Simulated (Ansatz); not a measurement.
# OSSe: the cost of one run

Method: RKS PBE/def2-SVP, in Ansatz 0.2.0.

**1. The structure to begin with**

Bond lengths: O1–S2 1.674 Å, O1–Se3 1.836 Å, S2–Se3 2.136 Å. Angles: O1–S2–Se3 56.0°, S2–O1–Se3 74.8°, O1–Se3–S2 49.1°.

Coordinates:

```xyz
3

O    -0.2750    0.8868   -0.0498
S     0.9869   -0.0448    0.5352
Se   -0.7119   -0.8420   -0.4854
```

**2. Relaxing the start**

input.yaml reads:

```yaml
crystal:
  periodic: [false, false, false]
  atoms:
    - { symbol: O, position_ang: [-0.27497, 0.88676, -0.0498] }
    - { symbol: S, position_ang: [0.98686, -0.04478, 0.53516] }
    - { symbol: Se, position_ang: [-0.71189, -0.84197, -0.48536] }
basis:
  gaussian: { orbitals: def2-SVP }
hamiltonian:
  xc: pbe
relax:
  f_tol: 0.02
  max_steps: 40
scf:
  lower_state_search: "off"
```

Launch:

```console
$ ansatz run input.yaml --threads 1 --pin off --max-ram 2048MiB --backend cpu --events-out ev --progress --plain --runs-dir out
```

Q: Estimate wall time and peak memory on 1 thread of an Arm CPU, shared host.

About 7.7 s, with a peak of 0.1 GiB.
